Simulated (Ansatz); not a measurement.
# CH5FGeO2: comparison of dispersion corrections

Wanted for CH5FGeO2: a comparison of dispersion corrections.

All numbers are computed with the Python package of Ansatz 0.2.0. The levels of theory stand in the script.

### 1 The structure

Bond lengths: O1–Ge2 1.751 Å, Ge2–O3 1.804 Å, Ge2–C4 1.945 Å, C4–F5 1.399 Å, O1–H6 1.058 Å, Ge2–H7 1.576 Å, O3–H8 1.010 Å, C4–H9 1.161 Å, C4–H10 1.041 Å. Angles: O1–Ge2–O3 110.2°, O1–Ge2–C4 110.2°, O1–Ge2–H7 107.1°, O3–Ge2–C4 110.9°, O3–Ge2–H7 111.0°, C4–Ge2–H7 107.3°, Ge2–O1–H6 105.0°, Ge2–O3–H8 100.1°, Ge2–C4–F5 109.7°, Ge2–C4–H9 104.4°, Ge2–C4–H10 111.4°, F5–C4–H9 107.1°, F5–C4–H10 113.4°, H9–C4–H10 110.4°.

No structure file is read: the coordinates are typed or built in the script.

### 2 Script

ch5fgeo2_disp.py reads:

```python
"""Size of D3 and D4 in CH5FGeO2."""

import logging
import sys

import ansatz as az

logging.basicConfig(stream=sys.stdout, format="[%(levelname)s] %(message)s")
logger = logging.getLogger("ansatz_job")
logger.setLevel(logging.INFO)


def main() -> None:
    geometry_ang = [
        ("O", (0.1842, 1.5558, 1.1221)),
        ("Ge", (0.2618, -0.0895, 0.5294)),
        ("O", (-1.1156, -1.0527, 1.1842)),
        ("C", (0.2557, -0.1024, -1.4158)),
        ("F", (0.2905, -1.4227, -1.8777)),
        ("H", (-0.7535, 1.92, 0.7956)),
        ("H", (1.6422, -0.6879, 0.9988)),
        ("H", (-0.9179, -0.9951, 2.1726)),
        ("H", (-0.782, 0.3318, -1.7037)),
        ("H", (1.0177, 0.4915, -1.8025)),
    ]
    ch5fgeo2 = az.Crystal.molecule()
    for symbol, xyz in geometry_ang:
        ch5fgeo2 = ch5fgeo2.atom(symbol, xyz)

    base = ch5fgeo2.calculation().basis(gaussian="def2-SVP")
    for name in ["b3lyp", "pbe0"]:
        for correction in ("d3bj", "d4"):
            report = base.functional(name, dispersion=correction).run(threads=1).report
            logger.info(f"{name:8s} {correction:5s} total {report['free_energy_ev']:.5f} eV, of which dispersion {1000 * report['dispersion']['energy']['ev']:.2f} meV")


if __name__ == "__main__":
    main()
```

### 3 What the engine is handed

The package turns the script's settings into the engine's input (first run):

```yaml
crystal:
  periodic: [false, false, false]
  atoms:
    - { symbol: O, position_ang: [0.1842, 1.5558, 1.1221] }
    - { symbol: Ge, position_ang: [0.2618, -0.0895, 0.5294] }
    - { symbol: O, position_ang: [-1.1156, -1.0527, 1.1842] }
    - { symbol: C, position_ang: [0.2557, -0.1024, -1.4158] }
    - { symbol: F, position_ang: [0.2905, -1.4227, -1.8777] }
    - { symbol: H, position_ang: [-0.7535, 1.92, 0.7956] }
    - { symbol: H, position_ang: [1.6422, -0.6879, 0.9988] }
    - { symbol: H, position_ang: [-0.9179, -0.9951, 2.1726] }
    - { symbol: H, position_ang: [-0.782, 0.3318, -1.7037] }
    - { symbol: H, position_ang: [1.0177, 0.4915, -1.8025] }
basis:
  gaussian:
    orbitals: def2-SVP
hamiltonian:
  xc: b3lyp
  dispersion: d3bj
```

### 4 Launch

Run with:

```console
python ch5fgeo2_disp.py
```

What it wrote:

```text
[INFO] b3lyp    d3bj  total -64436.17184 eV, of which dispersion -307.22 meV
[INFO] b3lyp    d4    total -64436.15156 eV, of which dispersion -286.94 meV
[INFO] pbe0     d3bj  total -64419.47330 eV, of which dispersion -151.29 meV
[INFO] pbe0     d4    total -64419.47236 eV, of which dispersion -150.36 meV
```

Wall time 16 s (1 thread of Arm Neoverse V2, shared host); peak memory 0.31 GiB.

### 5 What changed from run to run

The engine's inputs for the other runs:

Run 2, against run 1:

```diff
@@ -19 +19 @@
-  dispersion: d3bj
+  dispersion: d4
```

Run 3, against run 1:

```diff
@@ -18 +18 @@
-  xc: b3lyp
+  xc: pbe0
```

Run 4, against run 1:

```diff
@@ -18,2 +18,2 @@
-  xc: b3lyp
-  dispersion: d3bj
+  xc: pbe0
+  dispersion: d4
```

### 6 The runs side by side

From the records of these 4 runs:

```
run  functional  dispersion  energy (eV)  SCF cycles  CPU time (s)
  1       b3lyp        d3bj  -64436.1718          18           4.1
  2       b3lyp          d4  -64436.1516          18             4
  3        pbe0        d3bj  -64419.4733          18           4.1
  4        pbe0          d4  -64419.4724          18             4
```

Totals hang on method, basis and potentials, so only like runs compare.

### 7 What came out

| quantity | value |
| --- | --- |
| dispersion energy | -307.22 to -150.36 meV |
| runs compared | 4 |

**Reading.** The dispersion term depends on the functional it is damped for, so it isn't a property of the molecule alone. All 4 runs converged. The geometry is a force-field or estimated start, not a minimum of this method, and the basis set is short of its limit. D4 holds the three-body term, and d3bj doesn't. b3lyp holds the VWN-RPA fit, as in Gaussian; the form of ORCA and Turbomole is b3lyp5.
